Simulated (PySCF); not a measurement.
# H8LaO4 (La(H2O)43+): the cost of one run

Computed with PySCF 2.14.0. Level: PBE0, La lcecp-1-SVP with ECP46, O def2-SVP, H def2-SVP; scalar-relativistic core potentials, no spin–orbit coupling.

5 further runs of the same task are left out: 2 for a known fault of the program, 3 set aside as unsound or not needed.

## (1) The system as given

13 atoms, charge 3, spin multiplicity 1.

Bond lengths: La1–O2 2.432 Å, La1–O5 2.432 Å, La1–O8 2.432 Å, La1–O11 2.432 Å, O2–H3 0.983 Å, O2–H4 0.982 Å, O5–H6 0.982 Å, O5–H7 0.982 Å, O8–H9 0.982 Å, O8–H10 0.983 Å, O11–H12 0.982 Å, O11–H13 0.982 Å. Angles: O2–La1–O5 111.1°, O2–La1–O8 106.3°, O2–La1–O11 111.1°, O5–La1–O8 111.1°, O5–La1–O11 106.3°, O8–La1–O11 111.1°, La1–O2–H3 128.6°, La1–O2–H4 128.3°, H3–O2–H4 103.1°, La1–O5–H6 128.3°, La1–O5–H7 128.6°, H6–O5–H7 103.1°, La1–O8–H9 128.3°, La1–O8–H10 128.6°, H9–O8–H10 103.1°, La1–O11–H12 128.6°, La1–O11–H13 128.3°, H12–O11–H13 103.1°.

Geometry (Å):

```xyz
13

La    0.00005    0.00000    0.00000
O     1.45930    1.34532    1.40606
H     1.40357    1.50051    2.37464
H     2.25532    1.85729    1.14350
O    -1.45907   -1.40609    1.34541
H    -2.25548   -1.14344    1.85709
H    -1.40365   -2.37458    1.50036
O     1.45930   -1.34532   -1.40606
H     2.25532   -1.85729   -1.14350
H     1.40357   -1.50051   -2.37464
O    -1.45907    1.40609   -1.34541
H    -1.40365    2.37458   -1.50036
H    -2.25548    1.14344   -1.85709
```

Formal oxidation states: La +3. The 4f shell is empty and lies in the core potential. An earlier session relaxed this geometry at PBE0, La lcecp-1-SVP with ECP46, O def2-SVP, H def2-SVP (singlet, point group S4).

Its energy there is -335.797877 Eh.

## (2) Multiplicity 3 at the relaxed geometry

run.py (the lines that set the calculation)

```python
mol = gto.M(atom='''
La     0.00005     0.00000     0.00000
O      1.45930     1.34532     1.40606
H      1.40357     1.50051     2.37464
H      2.25532     1.85729     1.14350
O     -1.45907    -1.40609     1.34541
H     -2.25548    -1.14344     1.85709
H     -1.40365    -2.37458     1.50036
O      1.45930    -1.34532    -1.40606
H      2.25532    -1.85729    -1.14350
H      1.40357    -1.50051    -2.37464
O     -1.45907     1.40609    -1.34541
H     -1.40365     2.37458    -1.50036
H     -2.25548     1.14344    -1.85709''',
    basis={'La': 'lcecp-1-SVP', 'O': 'def2-SVP', 'H': 'def2-SVP'},
    ecp={'La': 'lcecp-1-SVP'},
    charge=3, spin=2)
mf = dft.UKS(mol, xc='PBE0')
mf.grids.atom_grid = (50, 194)  # f atoms: unpruned, at least (60, 302)
mf = mf.density_fit()  # fitting sets: La AutoAux, O def2-universal-JKFIT, H def2-universal-JKFIT
mf.conv_tol = 1e-08; mf.max_cycle = 55
mf.kernel(dm0)  # dm0: free metal ions and neutral atoms
```

Command:

```
$ OMP_NUM_THREADS=2 python run.py
```

**Question.** How long does this run take on 2 threads of Arm Neoverse V2, shared host?

About 14 s.
